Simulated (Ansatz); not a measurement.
# Ta: the cost of one run

Program: Ansatz 0.2.0. Level of theory: DFT PBEsol, scalar-relativistic. These are calculated values, not measurements.

**1. Starting point**

The structure is cubic, space group Im-3m (No. 229). Conventional cell: a = 3.303 Å, b = 3.303 Å, c = 3.303 Å, α = 90.00°, β = 90.00°, γ = 90.00°. Ta (site symmetry m-3m) is surrounded by 8 Ta at 2.86 Å.

Coordinates:

```xyz
1
Lattice="-1.6513 1.6513 1.6513 1.6513 -1.6513 1.6513 1.6513 1.6513 -1.6513" Properties=species:S:1:pos:R:3 pbc="T T T"
Ta    0.0000    0.0000    0.0000
```

**2. Volume × 0.94, LAPW**

File input.yaml:

```yaml
crystal:
  lattice:
    - [-1.6175709496, 1.6175709496, 1.6175709496]
    - [1.6175709496, -1.6175709496, 1.6175709496]
    - [1.6175709496, 1.6175709496, -1.6175709496]
  atoms:
    - { symbol: Ta, position: [0.0, 0.0, 0.0] }
kpoints:
  mp_grid: { grid: [17, 17, 17] }
  band_path:
    path:
      - [0.0, 0.0, 0.0]
      - [0.5, -0.5, 0.5]
      - [0.0, 0.0, 0.5]
      - [0.0, 0.0, 0.0]
      - [0.25, 0.25, 0.25]
      - [0.5, -0.5, 0.5]
      - [0.25, 0.25, 0.25]
      - [0.0, 0.0, 0.5]
    npoints: 5
scf:
  occupations: { method: fermi_dirac, width: 0.08 }
hamiltonian:
  xc: pbesol
  pseudopotentials: { kind: all_electron, lapw: { basis_error: 0.0005 } }
output:
  forces: true
  stress: true
  eigenvalues: true
```

Launch:

```sh
ansatz run input.yaml --threads 1 --pin off --max-ram 3072MiB --backend cpu --events-out ev --progress --plain --runs-dir out
```

Q: Estimate wall time and peak memory on 1 thread of Arm Neoverse V2, shared host.

About 25 s, with a peak of 0.41 GiB.
